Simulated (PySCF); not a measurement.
**Ways to converge the SCF of NaCd**

Aim: find out which solver settings change the answer for NaCd.

The runs use PySCF 2.14.0; method and basis as typed in the scripts.

7 further runs of the same task are left out: 7 that didn't finish.

## (1) Starting geometry

NaCd: 2 atoms, charge 0, spin multiplicity 2.

Bond lengths: Na1–Cd2 2.678 Å.

## (2) Base script

The input, input.py:

```python
from pyscf import gto, dft

mol = gto.M(
    atom='Na 0 0 0; Cd 0 0 2.678',
    basis='def2-svpd',
    ecp={'Cd': 'def2-svpd'},
    charge=0,
    spin=1,
    verbose=4,
)
mf = dft.UKS(mol, xc='revtpss')
mf.kernel()
mf.dip_moment()
print('orbital energies (hartree):', [e[max(0, n-3):n+3].round(4) for e, n in zip(mf.mo_energy, mol.nelec)])
```

Launch:

```
$ OMP_NUM_THREADS=1 python input.py
```

Its log is not repeated here.

Base result: E(SCF) = -329.695153 Eh, 12 cycles, ⟨S²⟩ = 0.752, μ = 0.22 D.

The bond length is a typed value, not an optimised one.

## (3) Smearing width 0.2 hartree

Variant 1 changes smearing width: none → 0.2 hartree.

The input, input.py:

```python
from pyscf import gto, dft, scf

mol = gto.M(
    atom='Na 0 0 0; Cd 0 0 2.678',
    basis='def2-svpd',
    ecp={'Cd': 'def2-svpd'},
    charge=0,
    spin=1,
    verbose=4,
)
mf = dft.UKS(mol, xc='revtpss')
mf = scf.addons.smearing_(mf, sigma=0.2, method='fermi')
mf.kernel()
mf.dip_moment()
print('orbital energies (hartree):', [e[max(0, n-3):n+3].round(4) for e, n in zip(mf.mo_energy, mol.nelec)])
```

Launch:

```
$ OMP_NUM_THREADS=1 python input.py
```

## (4) Convergence threshold 1e-13 hartree

Variant 2 changes convergence threshold: default → 1e-13 hartree.

input.py, as its differences from that of step 2:

```diff
@@ -11,2 +11,3 @@
 mf = dft.UKS(mol, xc='revtpss')
+mf.conv_tol = 1e-13
 mf.kernel()
```

Q: Predict the outcome of this session. Wanted: for each run, E(SCF); from base; gap, α spin; SCF dipole.

As calculated:

```tsv
run	E(SCF) (hartree)	from base (eV)	cycles	gap, α spin (eV)	SCF dipole (D)
base	-329.695153	0	12	1.12	0.22
smearing width 0.2 hartree (poor choice)	-328.149335	not comparable	41	n/a	7.16
convergence threshold 1e-13 hartree	-329.695153	0.0000	15	1.12	0.22
```

Distance from each run's final energy (log10 hartree) by cycle:

```tsv
run	cycle 1	cycle 2	cycle 3	cycle 5	cycle 8	cycle 12
base	0.0	1.6	-0.6	-2.3	-5.7	< -11
smearing width 0.2 hartree (poor choice)	-0.5	1.3	-0.4	-0.8	-3.4	-7.5
convergence threshold 1e-13 hartree	0.0	1.6	-0.6	-2.3	-5.7	-11.0
```

**Reading.** With convergence threshold 1e-13 hartree the SCF ends at the base energy. The dearest run is “smearing width 0.2 hartree”, at 25 s against 6.5 s. Rows marked «poor choice» come from settings spoiled on purpose.
